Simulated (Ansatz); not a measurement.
Write the native input for Ansatz 0.2.0 that does the following.

| Item | Value |
| --- | --- |
| Task | elastic constants |
| Functional | LDA |
| Potentials or basis | Ansatz PAW |
| Cutoff | 420 eV (not typed: the program's choice for these potentials) |
| k mesh | 5 × 5 × 6 |
| Occupations | fermi-dirac, width 0.05 eV |
| Spin | no spin polarisation |
| Atoms under strain | clamped |

The system is AlSn.

```
Sn Al
1.0
     4.19811    0.00000    0.00000
    -2.09905    3.63567    0.00000
     0.00000    0.00000    3.30685
Sn Al
1 1
Cartesian
  0.0000 2.4238 1.6534
  0.0000 0.0000 0.0000
```

The cell comes from a database or a generator and needn't be the stable form of this composition.

These files were run (other wordings do the same):

input.yaml

```yaml
crystal:
  lattice:
    - [4.1981056157, 0.0, 0.0]
    - [-2.0990528078, 3.6356661109, 0.0]
    - [0.0, 0.0, 3.306847]
  atoms:
    - { symbol: Sn, position: [0.3333333333, 0.6666666667, 0.5] }
    - { symbol: Al, position: [0.0, 0.0, 0.0] }
hamiltonian:
  xc: lda
  pseudopotentials: { kind: paw }
kpoints:
  mp_grid: { grid: [5, 5, 6] }
scf:
  occupations: { method: fermi_dirac, width: 0.05 }
output:
  forces: true
  stress: true
elastic:
  mode: clamped_ion
  stencil: two_point
```

Potentials or basis: Ansatz PAW.

Command:

```console
$ ansatz run input.yaml --threads 2 --pin off --max-ram 5632MiB --backend cpu --events-out ev --progress --plain --runs-dir out
```

It gave:

* Pressure: -3.3 GPa
* Band gap on the k mesh: none (metal or under the smearing width)
* Voigt bulk modulus: 43 GPa

Caveat: the cell is more than 3 GPa from zero pressure, which shifts response properties; elastic constants of metals need much finer meshes, so these are rough; the PAW data sets come from PBE, with cores solved anew for the run's functional, which leaves a small shift of forces and pressure.

It took 7.7 s on 2 threads of Arm Neoverse V2 (shared host), peak memory 0.34 GiB.
